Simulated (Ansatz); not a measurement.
# LiSi16: the cost of one run

Program: Ansatz 0.2.0. Level of theory: DFT LDA, plane waves, PAW, scalar-relativistic, no spin polarisation. These are calculated values, not measurements.

**1. The structure to begin with**

The cell holds 17 atoms (LiSi16): a = 7.679 Å, b = 7.679 Å, c = 7.679 Å, α = 60.00°, β = 60.00°, γ = 60.00°.

Structure file:

```xyz
17
Lattice="0.0000 5.4300 5.4300 5.4300 0.0000 5.4300 5.4300 5.4300 0.0000" Properties=species:S:1:pos:R:3 pbc="T T T"
Si    0.0000    0.0000    0.0000
Si    1.3575    1.3575    1.3575
Si    2.7150    2.7150    0.0000
Si    4.0725    4.0725    1.3575
Si    2.7150    0.0000    2.7150
Si    4.0725    1.3575    4.0725
Si    5.4300    2.7150    2.7150
Si    6.7875    4.0725    4.0725
Si    0.0000    2.7150    2.7150
Si    1.3575    4.0725    4.0725
Si    2.7150    5.4300    2.7150
Si    4.0725    6.7875    4.0725
Si    2.7150    2.7150    5.4300
Si    4.0725    4.0725    6.7875
Si    5.4300    5.4300    5.4300
Si    6.7875    6.7875    6.7875
Li    6.0887    8.8466    6.0649
```

**2. Relaxing end A**

Contents of input.yaml:

```yaml
crystal:
  lattice:
    - [0.0, 5.43, 5.43]
    - [5.43, 0.0, 5.43]
    - [5.43, 5.43, 0.0]
  atoms:
    - { symbol: Si, position: [0.0, 0.0, 0.0] }
    - { symbol: Si, position: [0.125, 0.125, 0.125] }
    - { symbol: Si, position: [0.0, 0.0, 0.5] }
    - { symbol: Si, position: [0.125, 0.125, 0.625] }
    - { symbol: Si, position: [0.0, 0.5, 0.0] }
    - { symbol: Si, position: [0.125, 0.625, 0.125] }
    - { symbol: Si, position: [0.0, 0.5, 0.5] }
    - { symbol: Si, position: [0.125, 0.625, 0.625] }
    - { symbol: Si, position: [0.5, 0.0, 0.0] }
    - { symbol: Si, position: [0.625, 0.125, 0.125] }
    - { symbol: Si, position: [0.5, 0.0, 0.5] }
    - { symbol: Si, position: [0.625, 0.125, 0.625] }
    - { symbol: Si, position: [0.5, 0.5, 0.0] }
    - { symbol: Si, position: [0.625, 0.625, 0.125] }
    - { symbol: Si, position: [0.5, 0.5, 0.5] }
    - { symbol: Si, position: [0.625, 0.625, 0.625] }
    - { symbol: Li, position: [0.8124061, 0.3045116, 0.8167957] }
total_charge: 1
basis:
  ecutwfc: 420.0
kpoints:
  mp_grid: { grid: [2, 2, 2] }
hamiltonian:
  xc: lda
  pseudopotentials: { kind: paw, azcp: { folder: soft_1 } }
scf:
  occupations: { method: gaussian, width: 0.02 }
  lower_state_search: "off"
relax:
  f_tol: 0.03
  max_steps: 60
  adjacent_minimum: "off"
```

The run is started by

```
> ansatz run input.yaml --threads 1 --pin off --max-ram 3072MiB --backend cpu --events-out ev --progress --plain --runs-dir out
```

**Question.** How long does this run take on 1 thread of AMD EPYC 7R43 (Zen 3), shared host, and how much memory does it need?

About 29 s, with a peak of 0.54 GiB.
